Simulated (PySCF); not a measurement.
**The bond of InSi, level by level**

Aim: find the lowest electronic state of InSi, scan its bond at several levels of theory, and get bond length, wavenumber and dissociation energy from each curve.

The runs use PySCF 2.14.0; In def2-SVPD with ECP28, Si def2-SVPD, scalar-relativistic core potentials.

### Step 1. Set-up

Settings of the job:

* atoms: In, Si
* charge: 0
* basis: In def2-SVPD with ECP28, Si def2-SVPD
* Hamiltonian: scalar-relativistic core potentials
* basis functions: 56
* electrons treated: 35
* masses in u: 114.9039, 27.9769
* levels: PBE0, PBE, r²SCAN, TPSS, LDA, MN15, HF, MP2, SCS-MP2, CCSD, CCSD(T)
* grid: 80 radial by 434 angular points
* occupations: held fixed by the projection of orbital angular momentum
* dissociation limit: In + Si, each in its ground configuration
* starting distance in angstrom: 2.505
* values of 2S to try: 1, 3

The run is started by

```console
$ OMP_NUM_THREADS=1 python dia.py task.json out
```

After this run come: PBE0 along the bond; Other states along the same grid; PBE (GGA); r²SCAN (meta-GGA); TPSS (meta-GGA); LDA; MN15 (hybrid meta-GGA); UHF (mean field); Adding correlation.

What does the calculation give? Wanted: for each run, Re; ωe; De; μ.

As calculated:

Lowest PBE0 solution found, without spin–orbit coupling: ⁴Σ⁻ (quartet), unpaired electrons σ ↑, π ↑↑. State 2 has its PBE0 minimum 0.32 eV higher, as a spin-mixed determinant (⟨S²⟩ = 1.78), so this is no gap between pure states. State 3 has its PBE0 minimum 0.39 eV higher, as a spin-mixed determinant (⟨S²⟩ = 1.77), so this is no gap between pure states. State 4 has its PBE0 minimum 1.11 eV higher. The other levels ran on the lowest alone.

```tsv
level	Re (Å)	ωe (cm⁻¹)	De (eV)	μ (D)
UHF	2.711	237.4	1.44	-2.79
UHF-MP2	2.634	262.6	2.10	n/a
UHF-SCS-MP2	2.642	258.3	1.89	n/a
UHF-CCSD	2.658	254.4	1.94	n/a
UHF-CCSD(T)	2.653	256.4	2.05	n/a
LDA	2.589	266.5	2.89	-1.47
PBE	2.646	248.1	2.48	-1.86
TPSS	2.638	249.6	2.41	-2.03
r²SCAN	2.620	257.6	2.44	-1.91
PBE0	2.625	258.2	2.35	-2.06
MN15	2.614	259.4	2.41	-1.53
```

De is counted to In + Si in their ground configurations. A positive dipole means In(−)Si(+).

Differences from CCSD(T) in the same basis:

```tsv
level	Re (mÅ)	ωe (%)
UHF	+58	-7.4
UHF-MP2	-19	+2.4
UHF-SCS-MP2	-10	+0.7
UHF-CCSD	+5	-0.8
LDA	-64	+4.0
PBE	-7	-3.2
TPSS	-15	-2.7
r²SCAN	-32	+0.5
PBE0	-28	+0.7
MN15	-38	+1.2
```

What this shows: Judged by CCSD(T) in the same basis: best bond length UHF-CCSD (+5 mÅ), worst LDA (-64 mÅ); best wavenumber r²SCAN (+0.5 %), worst UHF (-7.4 %). CCSD(T) in a basis this small is itself some way from its limit, more so than the functionals. Among the levels with a De in the table, it runs from 1.44 eV (UHF) to 2.89 eV (LDA).

Correlated steps freeze 9 core orbitals. Spin–orbit coupling is left out, which matters for elements this heavy, above all for dissociation energies.
